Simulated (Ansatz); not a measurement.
# SiHF3 (SMILES F[SiH](F)F): B3LYP/6-31G(d) (spherical functions)

Aim: the electronic atomisation energy of SiHF3 at B3LYP/6-31G* (spherical functions), from 4 runs. 

Program for the calculation: Ansatz 0.2.0.

55 further runs of the same task are left out: 55 set aside as unsound or not needed.

**1. The molecule**

SiHF3 has 5 atoms, charge 0, and is taken as a singlet. SMILES: `F[SiH](F)F`. The shape is that of a PBE0-D4/def2-TZVP optimisation.

Bond lengths: F1–Si2 1.573 Å, Si2–F3 1.573 Å, Si2–F4 1.573 Å, Si2–H5 1.461 Å. Angles: F1–Si2–F3 108.3°, F1–Si2–F4 108.3°, F3–Si2–F4 108.3°, F1–Si2–H5 110.7°, F3–Si2–H5 110.7°, F4–Si2–H5 110.7°.

**2. A single-point energy at B3LYP/6-31G(d) (spherical functions)**

The input, molecule.yaml:

```yaml
crystal:
  periodic: [false, false, false]
  atoms:
    - {symbol: F, position_ang: [-0.447100, -0.082200, 1.491300]}
    - {symbol: Si, position_ang: [0.040700, 0.001700, -0.001800]}
    - {symbol: F, position_ang: [-0.597100, 1.281400, -0.657200]}
    - {symbol: F, position_ang: [-0.495900, -1.263300, -0.767200]}
    - {symbol: H, position_ang: [1.499400, 0.062400, -0.065100]}
basis:
  gaussian: {orbitals: 6-31G_st_-spherical.json}
output: {orbitals: {seedname: orbitals}}
accuracy: high
hamiltonian: {xc: {name: B3LYP}}
```

The basis set 6-31G* is read from a file made from the Basis Set Exchange's data (not shown).

Started as:

```
$ ansatz run molecule.yaml --threads 1 --pin off --max-ram 3480MiB --events-out events.jsonl --progress --plain --runs-dir runs
```

Log:

```text
Warning: RAYON_NUM_THREADS=1 ignored (pool sized by the plan → 1); use --threads N
Functional definition: B3LYP
  name "B3LYP"
  parameter a0 = 0.2
  parameter ax = 0.72
  parameter ac = 0.81
  exchange = (1 - a0 - ax)*slater_x + ax*b88_x + a0*exact_x
  correlation = (1 - ac)*vwn_rpa_c + ac*lyp_c
1307 factors; integrals over basis functions are off by at most 3.6e-9 eV
mean field evaluation 1: about -16045.7539 eV, gradient 4.8e1 eV
mean field evaluation 2: about -16041.7312 eV, gradient 7.2e1 eV
mean field evaluation 4: about -16049.0255 eV, gradient 2.5e-1 eV
mean field evaluation 8: about -16049.1492 eV, gradient 2.1e-3 eV
mean field evaluation 16: about -16049.1492 eV, gradient 3.4e-7 eV
mean field -16049.14919419 eV, -589.7953543826 hartree, gradient 4.2e-9 eV, S^2 0.000000; 0 other end points of the search recorded, 0 dependent functions left out
reference -16049.14922831 eV, -589.7953556362 hartree; 21, 21 occupied and 41, 41 virtual orbitals, 1307 factors
Total energy: -16049.14922831 eV, -589.7953556362 hartree
```

It took 3.9 s on 1 thread of Arm Neoverse V2, shared host; peak memory 0.17 GiB.

**3. The F atom at the same level**

The input, run.yaml:

```yaml
crystal:
  periodic: [false, false, false]
  atoms:
    - {symbol: F, position_ang: [0.000000, 0.000000, 0.000000]}
basis:
  gaussian:
    orbitals: 6-31G_st_-spherical.json
magnetization:
  spin_polarized: true
  initial_magnetization: 1
hamiltonian:
  xc: {name: B3LYP}
accuracy: high
```

The basis set 6-31G* is read from a file made from the Basis Set Exchange's data (not shown).

Started as:

```
$ ansatz run run.yaml --threads 1 --pin off --max-ram 3480MiB --events-out events.jsonl --progress --plain --runs-dir runs
```

Log, shortened:

```text
Warning: RAYON_NUM_THREADS=1 ignored (pool sized by the plan → 1); use --threads N
[... 7 set-up lines as earlier in the session ...]
93 factors; integrals over basis functions are off by at most 1.9e-9 eV
mean field evaluation 1: about -2713.3131 eV, gradient 4.3e0 eV
mean field evaluation 2: about -2713.3547 eV, gradient 2.5e0 eV
mean field evaluation 4: about -2713.3719 eV, gradient 1.3e-2 eV
mean field evaluation 8: about -2713.3719 eV, gradient 1.2e-4 eV
mean field -2713.37188650 eV, -99.7145776393 hartree, gradient 7.3e-9 eV, S^2 0.750949; 0 other end points of the search recorded, 0 dependent functions left out
reference -2713.37189463 eV, -99.7145779380 hartree; 5, 4 occupied and 9, 10 virtual orbitals, 93 factors
Total energy: -2713.37189463 eV, -99.7145779380 hartree
```

It took 0.28 s on 1 thread of Arm Neoverse V2, shared host.

**4. The H atom, same level**

The input, in.yaml:

```yaml
basis:
  gaussian:
    orbitals: "6-31G*"
crystal:
  periodic: [false, false, false]
  atoms:
    - {symbol: H, position_ang: [0.000000, 0.000000, 0.000000]}
magnetization:
  spin_polarized: true
  initial_magnetization: 1
hamiltonian:
  xc: {name: B3LYP}
accuracy: high
```

Run the same way, it converges to -0.50027 Eh (log not shown).

**5. The Si atom, same level**

The input, run.yaml:

```yaml
crystal:
  periodic: [false, false, false]
  atoms:
    - symbol: Si
      position_ang: [0.000000, 0.000000, 0.000000]
basis:
  gaussian:
    orbitals: 6-31G_st_-spherical.json
magnetization:
  spin_polarized: true
  initial_magnetization: 2
hamiltonian:
  xc: {name: B3LYP}
accuracy: high
```

The basis set 6-31G* is read from a file made from the Basis Set Exchange's data (not shown).

Run the same way, it converges to -289.36979 Eh (log not shown).

**6. What came out**

At B3LYP/6-31G* (spherical functions):

| quantity | value |
| --- | --- |
| molecule: total energy | -589.79536 Eh |
| molecule: HOMO energy | -10.71 eV |
| molecule: LUMO energy | 1.46 eV |
| molecule: HOMO–LUMO gap | 12.17 eV |
| F atom: total energy | -99.71458 Eh |
| F atom: ⟨S²⟩ | 0.751 |
| H atom: total energy | -0.50027 Eh |
| H atom: ⟨S²⟩ | 0.750 |
| Si atom: total energy | -289.36979 Eh |
| Si atom: ⟨S²⟩ | 2.002 |
| electronic atomisation energy | 21.267 eV |

What this shows: Taking the molecule apart into free atoms costs 21.27 eV (2052 kJ/mol), before zero-point energy and without spin-orbit coupling.
